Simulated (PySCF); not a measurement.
# BrK (Potassium Bromide): the cost of one run

Computed with PySCF 2.14.0, with density-fitted response routines of our own, on a single molecule, in the gas phase or a continuum. Atoms are numbered from 0 throughout.

## (1) The molecule as given

2 atoms, charge 0, multiplicity 1; geometry from: GFN2-xTB. The atoms were then displaced at random by about 0.01 Å, so the start is not that level's minimum.

Bonds of the start (Å): K0–Br1 2.87.

## (2) Geometry optimisation at PBE0-D3(BJ)/def2-SVP

The job: settings as JSON, then the geometry in Å.

```
{"job": {"xc": "PBE0", "basis": "def2-SVP", "d3": "d3bj", "grid": 1, "shake": 0.01, "kind": "geom"}, "charge": 0, "multiplicity": 1}
K      1.442720    -0.028550     0.001460
Br    -1.425230    -0.000270    -0.013580
```

On the command line:

```
$ OMP_NUM_THREADS=1 python probes_run.py task.json out
```

This one command runs all jobs of the session in turn.

Q: Estimate the wall time and peak memory of this first job on 1 thread of Intel Xeon Platinum 8488C, shared host.

About 5 s, with a peak of 0.28 GiB.
